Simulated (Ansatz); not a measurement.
# BGeHO (singlet): PBE, r2SCAN, PBE0, B3LYP, wB97M-V, B2PLYP, RPA-PBE over vertical spin and charge gaps, cc-pVDZ

How well do these functionals follow the top wave-function level for BGeHO (singlet) over vertical spin and charge gaps?

Computed with Ansatz 0.2.0, Gaussian basis. Level: cc-pVDZ, all electrons in the functionals, frozen cores in the correlation of double hybrids and RPA.

The runs, in order: PBE, r2SCAN, PBE0, B3LYP, wB97M-V, B2PLYP, RPA-PBE, at charge 0, singlet; charge 0, triplet; charge 1, doublet.

3 further runs of the same task are left out: 3 set aside as unsound or not needed.

## (1) The system

The geometry is a PBE0/def2-TZVP stationary point (not a proven minimum). No spin-orbit coupling is included. The filled d shell of Ge may be among the frozen orbitals whatever the setting's name suggests; the logs give the count.

4 atoms, charge 0, spin multiplicity 1.

Atoms are counted from 1 here; the program's logs count them from 0.

Bond lengths: B1–O2 1.282 Å, O2–Ge3 1.840 Å, Ge3–H4 1.598 Å. Angles: B1–O2–Ge3 148.6°, O2–Ge3–H4 91.9°.

No dispersion term is added; wB97M-V holds VV10 nonlocal correlation. B3LYP takes the VWN-RPA correlation.

The geometry shown and the zero of energy belong to the point charge 0, singlet. The yardstick, UCCSDT(Q), and other wave-function levels (R restricted, U unrestricted, valence and pair active spaces) come from earlier runs.

## (2) PBE, charge 0, singlet

Input file in.yaml:

```yaml
crystal:
  periodic: [false, false, false]
  atoms:
    - {symbol: B, position_ang: [0.000000, -0.186963, 2.397395]}
    - {symbol: O, position_ang: [0.000000, 0.275320, 1.201770]}
    - {symbol: Ge, position_ang: [0.000000, -0.053740, -0.608390]}
    - {symbol: H, position_ang: [0.000000, 1.507965, -0.944858]}
basis:
  gaussian: {orbitals: cc-pVDZ}
hamiltonian: {xc: {name: PBE}}
output: {orbitals: {seedname: orbitals}}
```

Launch:

```bash
$ ansatz run in.yaml --threads 1 --pin off --events-out ev --progress --plain --max-ram 2560MiB --backend cpu
```

After this run come: PBE, charge 0, triplet; PBE, charge 1, doublet; r2SCAN, charge 0, singlet; r2SCAN, charge 0, triplet; r2SCAN, charge 1, doublet; PBE0, charge 0, singlet; PBE0, charge 0, triplet; PBE0, charge 1, doublet; B3LYP, charge 0, singlet; B3LYP, charge 0, triplet; B3LYP, charge 1, doublet; wB97M-V, charge 0, singlet; wB97M-V, charge 0, triplet; wB97M-V, charge 1, doublet; B2PLYP, charge 0, singlet; B2PLYP, charge 0, triplet; B2PLYP, charge 1, doublet; RPA-PBE, charge 0, singlet; RPA-PBE, charge 0, triplet; RPA-PBE, charge 1, doublet.

Q: Predict the results of all the runs planned. Wanted: singlet to triplet, UCCSDT(Q); ionisation to the doublet cation, UCCSDT(Q); largest miss, PBE; largest miss, r2SCAN; largest miss, PBE0; largest miss, B3LYP; largest miss, wB97M-V; largest miss, B2PLYP; largest miss, RPA-PBE.

As calculated:

| quantity | value |
| --- | --- |
| singlet to triplet, UCCSDT(Q) | 1.933 eV |
| ionisation to the doublet cation, UCCSDT(Q) | 8.629 eV |
| largest miss, PBE | -0.339 eV (singlet to triplet) |
| largest miss, r2SCAN | -0.394 eV (singlet to triplet) |
| largest miss, PBE0 | -0.154 eV (singlet to triplet) |
| largest miss, B3LYP | +0.179 eV (ionisation to the doublet cation) |
| largest miss, wB97M-V | +0.276 eV (ionisation to the doublet cation) |
| largest miss, B2PLYP | +0.058 eV (singlet to triplet) |
| largest miss, RPA-PBE | -0.187 eV (singlet to triplet) |
| largest miss, RCCSD(T) | +0.021 eV (singlet to triplet) |
| largest miss, UCCSD(T) | +0.010 eV (singlet to triplet) |

**Reading.** Of the functionals, B2PLYP keep the smallest largest miss at the points compared (at most 0.058 eV) and r2SCAN strays most (0.394 eV, at singlet to triplet). Functionals and the yardstick converge differently with the basis, so part of each miss in cc-pVDZ is the basis.
